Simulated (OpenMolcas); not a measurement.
# W⁵⁺ among point charges: CASSCF and CASPT2 levels and susceptibility

Aim: the splitting of the states of W⁵⁺ in the field of 6 point charges, its lowest levels with spin-orbit coupling and its magnetic susceptibility.

Method: state-averaged CASSCF and CASPT2, spin-orbit coupling by RASSI with atomic mean-field integrals. Code: OpenMolcas 26.06.

**1. Starting point**

| Item | Value |
| --- | --- |
| Species | W⁵⁺ (tungsten, Z = 74, 69 electrons) |
| Basis | ANO-RCC-VTZP [8s7p5d3f2g1h], 104 functions |
| Scalar Hamiltonian | DKH2, point nucleus |
| Inactive shells | 1s 2s 2p 3s 3p 3d 4s 4p 4d 4f 5s 5p |
| Active space | 1 electron in 5 orbitals (5d) |
| Some configurations of this space | 5d |
| Orbitals | optimised for each spin and parity, averaged over all roots |

Outer shells as boxes (Hund's rule):

5d
```
5d [↑ ][  ][  ][  ][  ]
```

The ion sits among 6 point charges of -1.7 e arranged as a trigonal prism (D3h), 2.01 Å from the ion, with a polar angle of 56.0° against the regular 49.1°.

The work runs as a chain of OpenMolcas steps in one folder; each step below is one input file. Labels, J, g values, rates, χT and fits are worked out afterwards by a script from the matrices that RASSI stores.

**2. One- and two-electron integrals**

File a.inp:

```
&GATEWAY
Coord
1

W 0.0 0.0 0.0
Basis=ANO-RCC-VTZP
Group=NoSym
NoMove
AngMom=0.0 0.0 0.0
AMFI
XField
6 Angstrom 0
1.665855 0.000000 1.124734 -1.700000
-0.832928 1.442673 1.124734 -1.700000
-0.832928 -1.442673 1.124734 -1.700000
1.665855 0.000000 -1.124734 -1.700000
-0.832928 1.442673 -1.124734 -1.700000
-0.832928 -1.442673 -1.124734 -1.700000
&SEWARD
```

Command:

```sh
> OMP_NUM_THREADS=1 MOLCAS_MEM=1689 MOLCAS_PROJECT=a pymolcas a.inp > a.log
```

The log of the run:

```text
Basis set label: W.ANO-RCC...8S7P5D3F2G1H.

      Electronic valence basis set:
      ------------------
      Associated Effective Charge  74.000000 au
      Associated Actual Charge     74.000000 au
      Nuclear Model: Point charge

      Shell  nPrim  nBasis  Cartesian Spherical Contaminant
         s      24       8        X
         p      21       7        X
         d      15       5                 X
         f      11       3                 X
         g       4       2                 X
         h       2       1                 X
                  Relativistic Douglas-Kroll-Hess integrals:
                    - DKH order of Hamiltonian: 2
                    - DKH order of Properties : 0
                  Atomic mean-field integrals
```

**3. Reference wave functions, doublets, 5 roots**

File a.inp:

```
&RASSCF
FileOrb=start.orb
Symmetry=1
Spin=2
nActEl=1 0 0
Inactive=34
Ras2=5
CIRoot=5 5 1
SDav=5
CIMx=300
Iter=120 100
PrWF=0.3
OrbListing=Nothing
MaxOrb=0
>>> COPY $Project.JobIph JOB001
```

start.orb holds the contracted functions of the basis, ordered by shell, or the orbitals of the step before.

The log of the run (excerpt; [...] marks lines left out):

```text
[...]
      Number of active orbitals                  5
[...]
      Spin quantum number                      0.5
[...]
      Active orbitals                            5
[...]
      Number of CSFs                             5
      Number of root(s) required                 5
[...]
      Convergence after 10 iterations
[...]
      Natural orbitals and occupation numbers for root  1
      sym 1:   0.000000   0.000000   1.000000   0.000000  -0.000000
      Natural orbitals and occupation numbers for root  2
      sym 1:  -0.000000   1.000000  -0.000000   0.000000  -0.000000
      Natural orbitals and occupation numbers for root  3
      sym 1:   1.000000   0.000000   0.000000   0.000000  -0.000000
::    RASSCF root number  1 Total energy: -16135.93619369
::    RASSCF root number  2 Total energy: -16135.91375751
::    RASSCF root number  3 Total energy: -16135.91375751
::    RASSCF root number  4 Total energy: -16135.90258481
::    RASSCF root number  5 Total energy: -16135.90258474
```

**4. RASSI: spin-orbit coupling between the states**

File a.inp:

```
&RASSI
NrOfJobIphs=1 5
1 2 3 4 5
IphNames
JOB001
EJob
SpinOrbit
DIPRint=1.0
SOCoupling=1000.0
Subsets=2
Property=9
'ANGMOM' 1 'ANGMOM' 2 'ANGMOM' 3 'MLTPL  1' 1 'MLTPL  1' 2 'MLTPL  1' 3
'AMFI' 1 'AMFI' 2 'AMFI' 3
SOProperty=3
'ANGMOM' 1 'ANGMOM' 2 'ANGMOM' 3
```

The log of the run (excerpt; [...] marks lines left out):

```text
SPIN-FREE ENERGIES:
  (Shifted by EMIN (a.u.) =     -16135.9361936946)
 SF State       Relative EMIN(au)   Rel lowest level(eV)    D:o, cm**(-1)      L_eff
     1             0.0000000000        0.0000000000              0.0000         2.0
     2             0.0224361839        0.6105196666           4924.1732         2.0
     3             0.0224361883        0.6105197863           4924.1742         2.0
     4             0.0336088823        0.9145442781           7376.2971         2.0
     5             0.0336089575        0.9145463246           7376.3136         2.0
     Dipole printing threshold changed to   1.00000000E+00
[...]
Eigenvalues of complex Hamiltonian:
   -----------------------------------
  (Shifted by EMIN (a.u.) =     -16135.9361936946)
 SO State       Relative EMIN(au)   Rel lowest level(eV)    D:o, cm**(-1)     J-value
     1            -0.0105955287        0.0000000000              0.0000         1.6
     2            -0.0105955287        0.0000000000              0.0000         1.6
     3             0.0005121710        0.3022559081           2437.8583         0.8
     4             0.0005121710        0.3022559081           2437.8583         0.8
     5             0.0360212691        1.2685076903          10231.2045         2.3
     6             0.0360212691        1.2685076903          10231.2045         2.3
     7             0.0380627377        1.3240588819          10679.2551         1.2
     8             0.0380627377        1.3240588819          10679.2551         1.2
     9             0.0480895630        1.5969026976          12879.8889         2.1
    10             0.0480895630        1.5969026976          12879.8889         2.1
Weights of the five most important spin-orbit-free states for each spin-orbit state.
[...]
```

These steps took 4.3 s in all on 1 thread of Intel Xeon 6975P-C (Granite Rapids), shared host.

Spin-free states, with their symmetry labels:

| state | degeneracy | E (cm-1) | free-ion L (%) |
| --- | --- | --- | --- |
| 2A1 | 1 | 0 | D (100) |
| 2E | 2 | 4924 | D (100) |
| 2E | 2 | 7376 | D (100) |

With spin-orbit coupling:

| E (cm-1) | Degeneracy | Label | 2S+1 | g |
| --- | --- | --- | --- | --- |
| 0.0 | 2 | E1/2 | 2 | 0.50 0.50 1.54 |
| 2438 | 2 | E3/2 | 2 | 0.00 0.00 2.22 |
| 10231 | 2 | E1/2 | 2 | 0.45 2.51 2.51 |
| 10679 | 2 | E1/2 | 2 | 0.00 0.00 5.96 |
| 12880 | 2 | E3/2 | 2 | 0.00 0.00 3.72 |

Labels of spin-orbit levels are those of the rotation subgroup (D3 for D3h). Principal g values are given for doublets only; a zero marks a field direction without first-order Zeeman splitting.

Powder χT (cm³ K/mol): 0.09 at 2 K, 0.09 at 5 K, 0.09 at 10 K, 0.09 at 20 K, 0.10 at 50 K, 0.10 at 100 K, 0.11 at 150 K, 0.11 at 200 K, 0.12 at 250 K, 0.12 at 300 K.

Orbitals of the lowest block (energies include the constant potential of the surroundings):

| shell | space | energy (hartree) | mean occupation | ⟨r²⟩ (bohr²) |
| --- | --- | --- | --- | --- |
| 1s | inactive | -2563.1396 | 2.000 | 0.000431 |
| 2s | inactive | -447.4873 | 2.000 | 0.00704 |
| 2p | inactive | -392.8268 | 6.000 | 0.00582 |
| 3s | inactive | -104.9779 | 2.000 | 0.0460 |
| 3p | inactive | -88.3890 | 6.000 | 0.0466 |
| 3d | inactive | -68.5156 | 10.000 | 0.0390 |
| 4s | inactive | -22.4563 | 2.000 | 0.229 |
| 4p | inactive | -16.8853 | 6.000 | 0.259 |
| 4d | inactive | -9.5323 | 10.000 | 0.304 |
| 4f | inactive | -1.3503 | 14.000 | 0.504 |
| 5s | inactive | -2.9011 | 2.000 | 1.28 |
| 5p | inactive | -1.3460 | 6.000 | 1.50 |
| 5d | RAS2 |  | 1.000 | 3.05 |

**5. CASPT2: IPEA 0.25, imaginary shift 0.1 (closed shells correlated: 4f 5s 5p)**

File a.inp:

```
>>> COPY JOB001 $Project.JobIph
&CASPT2
Multistate=5 1 2 3 4 5
NoMult
Frozen=23
IPEA=0.25
Imaginary=0.1
MaxIter=60
WThr=0.0 0.3 0.05
PrWF=0.5
NoMix
```

Command:

```sh
> OMP_NUM_THREADS=1 MOLCAS_MEM=1689 MOLCAS_PROJECT=a pymolcas a.inp > a.log
```

The log of the run:

```text
Orbital specifications:
      -----------------------

      Symmetry species                           1
                                                 a
      Frozen orbitals                           23
      Inactive orbitals                         11
      Active orbitals                            5
      Secondary orbitals                        65
      Deleted orbitals                           0
      Number of basis functions                104
Type of calculation                        SS-CASPT2
      Fock operator                              state-specific
      IPEA shift                                 0.25
      Real shift                                 0.00
      Imaginary shift                            0.10
      The input orbitals will be transformed to quasi-canonical
Reference energy:      -16135.9361936946
      E2 (Non-variational):      -1.0357446529
      Shift correction:          -0.0001060011
      E2 (Variational):          -1.0358506540
      Total energy:          -16136.9720443486
      Residual norm:              0.0000001276
      Reference weight:           0.92041
      Contributions to the CASPT2 correlation energy
      Active & Virtual Only:         -0.0000000002
      One Inactive Excited:          -0.0623231903
      Two Inactive Excited:          -0.9734214624
Reference energy:      -16135.9137575107
      E2 (Non-variational):      -1.0367983075
      Shift correction:          -0.0001069814
      E2 (Variational):          -1.0369052889
      Total energy:          -16136.9506627996
      Residual norm:              0.0000001683
      Reference weight:           0.92016
      Contributions to the CASPT2 correlation energy
      Active & Virtual Only:         -0.0000000000
      One Inactive Excited:          -0.0633924249
      Two Inactive Excited:          -0.9734058826
::    CASPT2 Root  1     Total energy: -16136.97204435
::    CASPT2 Root  2     Total energy: -16136.95066280
::    CASPT2 Root  3     Total energy: -16136.95013135
::    CASPT2 Root  4     Total energy: -16136.93911628
::    CASPT2 Root  5     Total energy: -16136.93911757
```

Time for this run: 4.5 s (1 thread of Intel Xeon 6975P-C (Granite Rapids), shared host).

SS-CASPT2: lowest energy less the reference's lowest, -1.0359 hartree; reference weights 0.920.

Spin-free states, with their symmetry labels:

| state | degeneracy | E (cm-1) | free-ion L (%) |
| --- | --- | --- | --- |
| 2A1 | 1 | 0 | D (100) |
| 2E | 2 | 4751 | D (100) |
| 2E | 2 | 7227 | D (100) |

With spin-orbit coupling:

```csv
E (cm-1),Degeneracy,Label,2S+1,g
0,2,E1/2,2,0.53 0.53 1.53
2300,2,E3/2,2,0.00 0.00 2.22
10150,2,E1/2,2,0.46 2.53 2.53
10540,2,E1/2,2,0.00 0.00 5.96
12760,2,E3/2,2,0.00 0.00 3.72
```

Powder χT (cm³ K/mol): 0.09 at 2 K, 0.09 at 5 K, 0.09 at 10 K, 0.09 at 20 K, 0.10 at 50 K, 0.10 at 100 K, 0.11 at 150 K, 0.11 at 200 K, 0.12 at 250 K, 0.12 at 300 K.

**6. The methods side by side**

A. CASSCF
B. SS-CASPT2, IPEA 0.25, imaginary shift 0.1 (closed shells correlated: 4f 5s 5p)

| method | ground state | first state of that spin (cm-1) | first gap with spin-orbit (cm-1) | χT at 300 K |
| --- | --- | --- | --- | --- |
| A | 2A1 | 2E 4924 | 2437.9 | 0.12 |
| B | 2A1 | 2E 4751 | 2302.2 | 0.12 |

**7. Summary of results**

```
                                            quantity                                                                           value
                                              method  SS-CASPT2, IPEA 0.25, imaginary shift 0.1 (closed shells correlated: 4f 5s 5p)
                              spin-free ground state                                                 2A1, 1-fold in its orbital part
first state of the same spin within the active space                                                                 2E at 4750 cm⁻¹
                                        lowest level                                               2-fold E1/2, g = 0.53, 0.53, 1.53
                                          next level                                                                     2302.2 cm⁻¹
                                         χT at 300 K                                                                  0.12 cm³ K/mol
                           effective moment at 300 K                                                                         1.00 μB
```

Cost by method:

| method | time of its own steps | time with the reference |
| --- | --- | --- |
| A. CASSCF | 4.3 s | 4.3 s |
| B. SS-CASPT2, IPEA 0.25, imaginary shift 0.1, +4f 5s 5p | 4.5 s | 8.9 s |

Times are of one thread on a shared host.

In words: The spin-free ground state (2A1) comes to 100 % from free-ion D terms and keeps the highest spin of the shell. χT at 300 K is 0.12, against 0.38 cm³ K/mol for the spin alone, so orbital moment lowers it. CASPT2 does not keep the components of a term degenerate, and the means are used. The field of point charges can differ much from that of real complexes. This is an electrostatic model: the charges have no orbitals.
